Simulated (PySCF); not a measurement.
# C2H8AsGa: magnetic properties

What do calculations give for the magnetic properties of C2H8AsGa (`[CH3][Ga]([CH3])[AsH2]`)?

Programs: PySCF 2.14.0, with routines of our own; each step states its level. All values are computed. Atoms count from 0.

## 1. The system as given

12 atoms, charge 0, multiplicity 1; geometry from: GFN2-xTB.

## 2. Magnetic properties: GIAO B3LYP/def2-SVP

The job: settings as JSON, then the geometry in Å.

```
{"job": {"kind": "mag", "xc": "B3LYP", "basis": "def2-SVP"}, "charge": 0, "multiplicity": 1}
Ga    -0.276810    -0.089350     0.063650
C      1.784240    -0.072730     0.034310
H      2.192380    -0.364710     1.008890
H      2.180050     0.917770    -0.206500
H      2.175320    -0.782170    -0.703600
C     -1.244960     1.728960     0.050610
H     -2.332630     1.609700     0.114590
H     -1.026070     2.285980    -0.866800
H     -0.928770     2.360000     0.887650
As    -1.477250    -2.254180     0.067780
H     -0.768650    -2.520770    -1.242990
H     -0.276850    -2.818500     0.792410
```

Method: GIAO B3LYP/def2-SVP magnetisability, rotational g tensor and spin-rotation constants, non-relativistic, gas phase.

Command:

```console
$ OMP_NUM_THREADS=1 python excited_run.py task.json out
```

The driver reads the jobs from task.json and runs them one after another.

Output:

```text
coarse grid: 44888 points
cycle   1  E = -4241.1856071562  dE = -1.336e+00  |g| = 6.974e-01  |ddm| = 3.287e+00
cycle   2  E = -4241.1106711808  dE =  7.494e-02  |g| = 9.271e-01  |ddm| = 1.408e+00
cycle   3  E = -4241.2781673829  dE = -1.675e-01  |g| = 4.751e-02  |ddm| = 8.345e-01
cycle   4  E = -4241.2787104890  dE = -5.431e-04  |g| = 1.136e-02  |ddm| = 9.984e-02
cycle   5  E = -4241.2787484137  dE = -3.792e-05  |g| = 8.385e-03  |ddm| = 3.486e-02
cycle   6  E = -4241.2787625669  dE = -1.415e-05  |g| = 9.373e-04  |ddm| = 1.182e-02
cycle   7  E = -4241.2787627842  dE = -2.173e-07  |g| = 2.353e-04  |ddm| = 1.167e-03
final grid: 91760 points
cycle   8  E = -4241.2788131941  dE = -1.536e-08  |g| = 3.060e-04  |ddm| = 1.045e-03
cycle   9  E = -4241.2788131753  dE =  1.873e-08  |g| = 4.203e-04  |ddm| = 6.807e-04
cycle  10  E = -4241.2788132134  dE = -3.802e-08  |g| = 2.689e-05  |ddm| = 4.209e-04
cycle  11  E = -4241.2788132135  dE = -1.410e-10  |g| = 3.115e-06  |ddm| = 3.346e-05
converged SCF energy = -4241.2788132135

Magnetisability tensor (1e-30 J/T^2)
    -1312.07       -8.44      -10.30
       -8.44    -1328.89        6.11
      -10.30        6.11    -1538.74
isotropic -1393.23   principal values   -1539.36  -1332.38  -1307.96
isotropic susceptibility -83.902 1e-6 cm^3/mol

Inertial axes            a          b          c
rot. const./GHz      4.6068     1.3460     1.0653
chi total           -80.225    -78.811    -92.671
chi diamagnetic    -393.607   -911.154  -1176.136
chi paramagnetic    313.382    832.343   1083.464
quadrupole/D A       -3.952     -1.640      5.592
g nuclear            0.6623     0.5199     0.5420
g electronic        -0.6782    -0.5263    -0.5422
g total             -0.0159    -0.0064    -0.0003

Spin-rotation constants (kHz, H = +C I.J)
atom  isotope        aa         bb         cc
  0   69Ga       10.753      3.291      1.933
  2     1H       -0.558     -0.106     -0.014
  3     1H        0.071     -0.147     -0.115
  4     1H       -0.455     -0.068     -0.063
  6     1H       -0.336     -0.016     -0.121
  7     1H       -0.342     -0.150     -0.028
  8     1H       -0.265     -0.151     -0.043
  9   75As        4.108      1.427      0.774
 10     1H       -0.451     -0.117     -0.027
 11     1H       -0.456     -0.021     -0.093
  1    13C*       0.610      0.174      0.126
* in the singly substituted isotopologue
```

Run time: 25 s. Hardware: 1 thread of Intel Xeon Platinum 8488C, shared host; peak memory 0.69 GiB.

In short:

```
              quantity                      value
       magnetisability           -1393·10⁻³⁰ J/T²
  molar susceptibility         -83.9·10⁻⁶ cm³/mol
rotational g (a, b, c)  -0.0159, -0.0064, -0.0003
```

The fields below are evaluated on a grid from the run's orbitals.

Frontier orbitals at B3LYP/def2-SVP, with the share of their density that lies nearest to each atom:

```
orbital  energy (eV)                      lies on
   HOMO        -6.54  As9 47 %; Ga0 18 %; C1 12 %
   LUMO        -1.40            Ga0 61 %; H10 8 %
```

ELF in a plane through or near 6 of the atoms.

Ten even steps from ' ' (0.00) to '@' (1.00):
```
                                                        
                                                        
                                                        
                      ..++%%%%##::                      
                    ..--%%@@@@@@**                      
                ::====**@@@@@@@@**                      
              ::++##**..++@@%%##..                      
              ::++##**----##++::                        
                ..--++%%%%++--::::::::------..          
                  ..--==..::--..--##**++**++::..        
                  ..::::==++++++--%%==@@--++::..        
          ..::::..::----::++++::==%%**..##**--..        
        ..::--====--==##**==::::--==##@@@@@@%%++        
          ..--==::--==::**##==::  ..++@@@@@@@@**        
          ..--==::****--==##==..    ..%%@@@@##--        
          ..==**++::::--##%%++::        ....            
          ..==##%%%%%%%%@@%%==::                        
            --++%%@@@@%%##++::                          
              ::++******==::                            
                                                        
```
The map spans 10.3 Å across and 9.9 Å up, centred on the molecule. Atoms in the plane (x, y in Å): Ga0 (0.0, -0.3), C1 (-0.8, 1.6), H3 (-0.1, 2.3), C5 (2.1, -0.4), H6 (2.5, -1.4), As9 (-1.4, -2.3).

On the surface of density 0.002 e/bohr³ the electrostatic potential runs, from the 1st to the 99th percentile, from -0.64 V near As9 to 2.09 V near Ga0.

## 3. Magnetic properties: GIAO mPW1PW91/def2-SVP

The job, as its differences from that of step 2:

```diff
@@ -1,2 +1,2 @@
-{"job": {"kind": "mag", "xc": "B3LYP", "basis": "def2-SVP"}, "charge": 0, "multiplicity": 1}
+{"job": {"kind": "mag", "xc": "mPW1PW91", "basis": "def2-SVP"}, "charge": 0, "multiplicity": 1}
 Ga    -0.276810    -0.089350     0.063650
```

Method: GIAO mPW1PW91/def2-SVP magnetisability, rotational g tensor and spin-rotation constants, non-relativistic, gas phase.

Output:

```text
coarse grid: 44888 points
cycle   1  E = -4241.4338916204  dE = -1.365e+00  |g| = 6.025e-01  |ddm| = 3.268e+00
cycle   2  E = -4241.3968621150  dE =  3.703e-02  |g| = 7.548e-01  |ddm| = 1.169e+00
cycle   3  E = -4241.5053758371  dE = -1.085e-01  |g| = 3.890e-02  |ddm| = 6.540e-01
cycle   4  E = -4241.5056673824  dE = -2.915e-04  |g| = 9.860e-03  |ddm| = 6.653e-02
cycle   5  E = -4241.5056932276  dE = -2.585e-05  |g| = 5.043e-03  |ddm| = 1.941e-02
cycle   6  E = -4241.5056969914  dE = -3.764e-06  |g| = 2.432e-04  |ddm| = 4.264e-03
final grid: 91760 points
cycle   7  E = -4241.5057467714  dE = -3.133e-08  |g| = 1.800e-04  |ddm| = 1.008e-03
cycle   8  E = -4241.5057467722  dE = -8.095e-10  |g| = 1.770e-04  |ddm| = 4.207e-04
cycle   9  E = -4241.5057467809  dE = -8.669e-09  |g| = 3.458e-05  |ddm| = 2.297e-04
cycle  10  E = -4241.5057467811  dE = -2.055e-10  |g| = 2.243e-06  |ddm| = 3.186e-05
converged SCF energy = -4241.5057467811

Magnetisability tensor (1e-30 J/T^2)
    -1331.12       -6.22      -10.24
       -6.22    -1346.82        6.09
      -10.24        6.09    -1556.49
isotropic -1411.48   principal values   -1557.11  -1348.96  -1328.36
isotropic susceptibility -85.001 1e-6 cm^3/mol

Inertial axes            a          b          c
rot. const./GHz      4.6068     1.3460     1.0653
chi total           -81.209    -80.054    -93.740
chi diamagnetic    -392.965   -910.679  -1175.635
chi paramagnetic    311.756    830.625   1081.895
quadrupole/D A       -4.127     -1.530      5.657
g nuclear            0.6623     0.5199     0.5420
g electronic        -0.6747    -0.5252    -0.5414
g total             -0.0124    -0.0053     0.0005

Spin-rotation constants (kHz, H = +C I.J)
atom  isotope        aa         bb         cc
  0   69Ga       10.528      3.188      1.913
  2     1H       -0.552     -0.106     -0.015
  3     1H        0.063     -0.147     -0.114
  4     1H       -0.453     -0.069     -0.063
  6     1H       -0.337     -0.018     -0.120
  7     1H       -0.342     -0.149     -0.029
  8     1H       -0.267     -0.150     -0.043
  9   75As        3.990      1.353      0.718
 10     1H       -0.449     -0.117     -0.028
 11     1H       -0.455     -0.022     -0.093
  1    13C*       0.574      0.165      0.118
* in the singly substituted isotopologue
```

Run time: 18 s. Hardware: 1 thread of Intel Xeon Platinum 8488C, shared host; peak memory 0.69 GiB.

In short:

```
              quantity                     value
       magnetisability          -1411·10⁻³⁰ J/T²
  molar susceptibility        -85.0·10⁻⁶ cm³/mol
rotational g (a, b, c)  -0.0124, -0.0053, 0.0005
```

## 4. Magnetic properties side by side

```
                 level  ξ (10⁻³⁰ J/T²)     g(a)     g(b)  gap (eV)  functions  time
   GIAO B3LYP/def2-SVP           -1393  -0.0159  -0.0064      5.14        132  25 s
GIAO mPW1PW91/def2-SVP           -1411  -0.0124  -0.0053      5.63        132  18 s
```

## 5. Outcome

| quantity | value |
| --- | --- |
| magnetisability (step 2, GIAO B3LYP/def2-SVP) | -1393·10⁻³⁰ J/T² |
| molar susceptibility (step 2, GIAO B3LYP/def2-SVP) | -83.9·10⁻⁶ cm³/mol |
| rotational g (a, b, c) (step 2, GIAO B3LYP/def2-SVP) | -0.0159, -0.0064, -0.0003 |
| surface potential, 1st and 99th percentile | -0.64 V and 2.09 V |
| magnetisability over the levels | -1411 to -1393·10⁻³⁰ J/T² |

What this shows: Steps that list no spin-orbit terms leave them out, which matters at and beside the heavy atoms. At B3LYP/def2-SVP, counted by nearest atom on the grid, the HOMO lies on As9 47 %; Ga0 18 %, the LUMO on Ga0 61 %; H10 8 %. The geometry comes from tight binding, which is rough for metal atoms, and these values hang on it. The magnetisability spreads by 1.3 % over 2 levels, from GIAO mPW1PW91/def2-SVP (18 s) to GIAO B3LYP/def2-SVP (25 s); the runs took 18 s to 25 s. Two levels can agree by chance, so this spread shows no convergence. Vibrational averaging and real surroundings are missing from these values.
